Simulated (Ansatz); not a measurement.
Task: a rigid scan of one bond angle of CH₅AsS, SMILES CS[AsH2], with Ansatz's Python interface. Give the script and its output. Use (for the species named): r2SCAN, def2-SVP basis, multiplicity 1.

```xyz
8

C    -0.6235    1.0138   -0.3518
S    -0.7555   -0.1906    0.9554
As    0.6116   -1.6094   -0.1364
H    -0.9695    0.6372   -1.3195
H     0.3755    1.4011   -0.5100
H    -1.3098    1.9388   -0.0877
H     1.9266   -0.7541    0.2539
H     0.8367   -2.4939    1.1402
```

`bend_ch5ass.py`
```python
"""Energy of CH5AsS against one bond angle."""

import ansatz as az
from ase import Atoms

BASIS = "def2-SVP"
XC = "r2scan"
FMAX = 0.02


def main() -> None:
    atoms = Atoms(["C", "S", "As", "H", "H", "H", "H", "H"], positions=[
        [-0.6235, 1.0138, -0.3518],
        [-0.7555, -0.1906, 0.9554],
        [0.6116, -1.6094, -0.1364],
        [-0.9695, 0.6372, -1.3195],
        [0.3755, 1.4011, -0.51],
        [-1.3098, 1.9388, -0.0877],
        [1.9266, -0.7541, 0.2539],
        [0.8367, -2.4939, 1.1402],
    ])

    # start the scan from a relaxed geometry
    first = az.Crystal.molecule_from_ase(atoms).calculation()
    first = first.basis(gaussian=BASIS)
    first = first.functional(XC).relax(force_tolerance=FMAX, max_steps=80)
    atoms.positions = first.run(threads=1).report["positions_ang"]

    rows = []
    for angle in [90, 100, 110, 120, 135, 150, 165, 179]:
        bent = atoms.copy()
        bent.set_angle(0, 1, 2, angle, indices=[2, 6, 7])
        base = az.Crystal.molecule_from_ase(bent).calculation()
        base = base.basis(gaussian=BASIS)
        base = base.functional(XC)
        rows.append((angle, base.run(threads=1).report["free_energy_ev"]))
    floor = min(e for _, e in rows)
    for angle, e in rows:
        print(f"angle C0-S1-As2 = {angle:3d} deg   {1000 * (e - floor):9.1f} meV")


if __name__ == "__main__":
    main()
```

```console
$ python bend_ch5ass.py
angle C0-S1-As2 =  90 deg        88.2 meV
angle C0-S1-As2 = 100 deg         0.0 meV
angle C0-S1-As2 = 110 deg        93.2 meV
angle C0-S1-As2 = 120 deg       322.8 meV
angle C0-S1-As2 = 135 deg       860.6 meV
angle C0-S1-As2 = 150 deg      1542.9 meV
angle C0-S1-As2 = 165 deg      2194.8 meV
angle C0-S1-As2 = 179 deg      2476.2 meV
```

Notes:
- The settings weren't tested for convergence.
- The scan is rigid, and the energies are electronic, in a modest basis. The zero is the lowest point of the grid, which needn't be the minimum.
- Finished in 85 s on 1 thread of AMD EPYC 9R14 (Zen 4), with other jobs on the host, peak memory 0.22 GiB.

(Lines on the test bed's own set-up are left out of the output.)
